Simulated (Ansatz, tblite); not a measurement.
# The cluster CdCl₄: rung by rung

How do method and basis change the picture of the cluster CdCl₄ (singlet)?

Program: Ansatz 0.2.0, Gaussian basis. Level of theory: as each input shows. These are calculated values, not measurements.

The runs, in order: GFN1-xTB, GFN2-xTB, PBE-D4/def2-TZVP, r2SCAN-D4/def2-TZVP, LDA/def2-TZVP, PBE-QIDH/def2-TZVP, LC-ωPBE/def2-TZVP, PBE-D4/def2-SVP, PBE0-D4/def2-SVP, CCSD(T)/def2-TZVP, RPA/def2-TZVP.

7 further runs of the same task are left out: 7 set aside as unsound or not needed. Runs told in other sessions of the task aren't counted.

### Step 1. The relaxed structure

The geometry is that of the singlet, from an earlier relaxation (PBE0-D4/def2-SVP). At that level it is the lowest of the isomers that a small search found.

5 atoms, charge 0, spin multiplicity 1.

Bond lengths: Cd1–Cl3 2.279 Å, Cd1–Cl4 2.309 Å, Cl2–Cl5 2.055 Å. Angles: Cl3–Cd1–Cl4 175.4°.

Cd takes a core potential in the def2 sets. No spin-orbit coupling is included.

PBE0-D4/def2-TZVP was run before; its log isn't repeated, and its numbers join the tables.

### Step 2. GFN1-xTB

Tight binding, by tblite at 300 K electronic temperature and without a spin-polarisation term:

```python
tblite.interface.Calculator('GFN1-xTB', numbers, positions, charge=0, uhf=0).singlepoint()
```

Energy -486.7712 eV, HOMO -12.14 eV, LUMO -8.81 eV; 0.004 s.

### Step 3. GFN2-xTB

Tight binding, by tblite at 300 K electronic temperature and without a spin-polarisation term:

```python
tblite.interface.Calculator('GFN2-xTB', numbers, positions, charge=0, uhf=0).singlepoint()
```

Energy -512.9647 eV, HOMO -11.83 eV, LUMO -9.24 eV; 0.006 s.

### Step 4. PBE-D4/def2-TZVP

start.molden holds the orbitals of an earlier run on this state, given as this run's starting guess.

in.yaml

```yaml
crystal:
  periodic: [false, false, false]
  atoms:
    - {symbol: Cd, position_ang: [0.782486, -0.259172, 1.161506]}
    - {symbol: Cl, position_ang: [-0.566860, 0.880180, -1.216836]}
    - {symbol: Cl, position_ang: [0.315570, -2.421700, 1.708022]}
    - {symbol: Cl, position_ang: [1.369586, 1.936665, 0.752807]}
    - {symbol: Cl, position_ang: [-1.900782, -0.135972, -2.405510]}
basis:
  gaussian: {orbitals: def2-TZVP, initial_orbitals: start.molden}
hamiltonian: {xc: pbe, dispersion: d4}
scf: {omitted_lower_state_checks: [starts]}
output: {forces: true, orbitals: {seedname: orbitals}}
```

Started as:

```bash
ansatz run in.yaml --threads 4 --pin off --events-out ev --progress --plain --max-ram 4787MiB
```

After this run come: r2SCAN-D4/def2-TZVP; LDA/def2-TZVP; PBE-QIDH/def2-TZVP; LC-ωPBE/def2-TZVP; PBE-D4/def2-SVP; PBE0-D4/def2-SVP; CCSD(T)/def2-TZVP; RPA/def2-TZVP.

Before running them: what should the planned runs give, taken together? Wanted: gap in def2-TZVP, named functionals, smallest and largest; correlation energy, CCSD(T)/def2-TZVP; binding an atom, CCSD(T)/def2-TZVP; PBE0 total energy, smallest basis above largest.

**Answer**, as computed:

```
                                                 quantity                              value
gap in def2-TZVP, named functionals, smallest and largest  2.80 eV (LDA), 10.24 eV (LC-ωPBE)
                    correlation energy, CCSD(T)/def2-TZVP                          -36.25 eV
                       binding an atom, CCSD(T)/def2-TZVP                           1.582 eV
          PBE0 total energy, smallest basis above largest     18.47 eV (def2-SVP, def2-TZVP)
```

In words: Orbital gaps of the named functionals in def2-TZVP span 2.80 eV (LDA) to 10.24 eV (LC-ωPBE); exact exchange widens it. The functionals in def2-TZVP miss CCSD(T)/def2-TZVP by +0.087 (LC-ωPBE) to +0.561 eV (LDA) an atom. The reference is CCSD(T) in one finite basis, so it carries an error of its own, often a tenth of an eV or more, and near misses can't be ranked.
